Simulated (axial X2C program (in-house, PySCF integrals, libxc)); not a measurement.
# Linear NSeO⁺ at several levels

One table from this session's results is given with a row withheld; the runs are named, their logs left out.

Computed with an in-house X2C program for linear molecules on PySCF integrals. Level: all-electron X2C, two-component (2c) or spin-free, N dyall-av3z, Se dyall-v3z, O dyall-av3z.

All values are calculated.

2 further runs of the same task are left out: 2 set aside as unsound or not needed.

The first run:

Contents of task.json:

```json
{
 "zs": [
  7,
  34,
  8
 ],
 "q": 1,
 "bas": [
  "dyall-av3z",
  "dyall-v3z",
  "dyall-av3z"
 ],
 "r0": [
  1.67,
  1.64
 ],
 "symm": 0,
 "scan": [
  "PBE0",
  "HF",
  "B3LYP"
 ],
 "levels": [
  "PBE0",
  "HF",
  "TPSSh"
 ],
 "nst": 2
}
```

Keys: zs atomic numbers; q charge; bas basis sets; r0 starting distance in Å; symm equal bonds; scan levels of the two-bond scan; levels methods; nst determinants followed.

The run is started by

```console
$ python solin.py task.json out
```

Masses N 14.003, Se 79.917, O 15.995 u.

Among the steps run: Scan at PBE0, 2c; Scan at HF, 2c; Scan at B3LYP, 2c.

One of the session's tables, all rows but one given; the rest of the session is left out.

| level | r(N–Se) (Å) | r(Se–O) (Å) | lower stretch (cm⁻¹) | upper stretch (cm⁻¹) |
| --- | --- | --- | --- | --- |
| PBE0, 2c | 1.586 | 1.583 | 966.0 | 1144.9 |
| HF, 2c | ? | ? | ? | ? |
| B3LYP, 2c | 1.600 | 1.599 | 921.7 | 1090.6 |
| PBE0, spin-free | 1.586 | 1.583 | 966.7 | 1145.7 |
| B3LYP, spin-free | 1.600 | 1.599 | 922.4 | 1091.4 |

Q: Estimate the row for HF, 2c from the others.

As computed: r(N–Se) (Å): 1.537; r(Se–O) (Å): 1.556; lower stretch (cm⁻¹): 904.8; upper stretch (cm⁻¹): 1240.3. In the column «r(N–Se) (Å)» it is the lowest.

Scans not shown above were run alike.

The molecule was held linear; bending was not examined, so a bent shape may lie lower.
